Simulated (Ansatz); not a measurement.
# AlClH6O2Si: the cost of one run

Program: Ansatz 0.2.0. Level of theory: RHF/6-31G*. These are calculated values, not measurements.

## 1. The starting structure

Bond lengths: Al1–O2 2.130 Å, O2–Si3 1.680 Å, Si3–H4 1.460 Å, Si3–H5 1.460 Å, Si3–H6 1.460 Å, Al1–H7 1.560 Å, Al1–Cl8 2.230 Å, Al1–O9 2.080 Å, O9–H10 1.010 Å. Angles: Al1–O2–Si3 125.0°, O2–Al1–H7 120.0°, O2–Al1–Cl8 120.0°, O2–Al1–O9 71.6°, H7–Al1–Cl8 120.0°, H7–Al1–O9 105.4°, Cl8–Al1–O9 92.8°, O2–Si3–H4 109.5°, O2–Si3–H5 109.5°, O2–Si3–H6 109.5°, H4–Si3–H5 109.4°, H4–Si3–H6 109.4°, H5–Si3–H6 109.4°, Al1–O9–H10 109.5°.

Structure file:

```xyz
11

Al    0.0000    0.0000    0.0000
O     0.0000    0.0000    2.1300
Si   -1.3147   -0.4067    3.0936
H    -2.2390   -1.2403    2.3304
H    -0.8506   -1.1432    4.2657
H    -1.9987    0.8095    3.5233
H     1.3510    0.0000   -0.7800
Cl   -1.9312    0.0000   -1.1150
O    -0.2602    1.9567    0.6559
H    -1.1988    2.2620    0.4419
H    -0.1644    1.2362    1.7601
```

## 2. Pulling towards end A

Springs on the bonds that form and break draw the guess towards this end; the thresholds are loose.

input.yaml

```yaml
crystal:
  periodic: [false, false, false]
  atoms:
    - { symbol: Al, position_ang: [0.0, 0.0, 0.0] }
    - { symbol: O, position_ang: [0.0, 0.0, 2.13] }
    - { symbol: Si, position_ang: [-1.3147, -0.4067, 3.0936] }
    - { symbol: H, position_ang: [-2.239, -1.2403, 2.3304] }
    - { symbol: H, position_ang: [-0.8506, -1.1432, 4.2657] }
    - { symbol: H, position_ang: [-1.9987, 0.8095, 3.5233] }
    - { symbol: H, position_ang: [1.351, 0.0, -0.78] }
    - { symbol: Cl, position_ang: [-1.9312, 0.0, -1.115] }
    - { symbol: O, position_ang: [-0.2602, 1.9567, 0.6559] }
    - { symbol: H, position_ang: [-1.1988, 2.262, 0.4419] }
    - { symbol: H, position_ang: [-0.1644, 1.2362, 1.7601] }
basis:
  gaussian: { orbitals: "6-31G*" }
hamiltonian:
  xc: hf
relax:
  f_tol: 0.15
  max_steps: 25
  restrain:
    - { distance: [0, 8], at: 2.98, k: 30.0 }
    - { distance: [10, 1], at: 2.21, k: 30.0 }
    - { distance: [0, 1], at: 1.78, k: 30.0 }
    - { distance: [10, 8], at: 1.01, k: 30.0 }
```

Command:

```console
ansatz run input.yaml --threads 2 --pin off --max-ram 3072MiB --backend cpu --events-out ev --progress --plain --runs-dir out
```

**Question.** How long does this run take on 2 threads of Arm Neoverse V1, shared host, and how much memory does it need?

About 31 s, with a peak of 0.2 GiB.
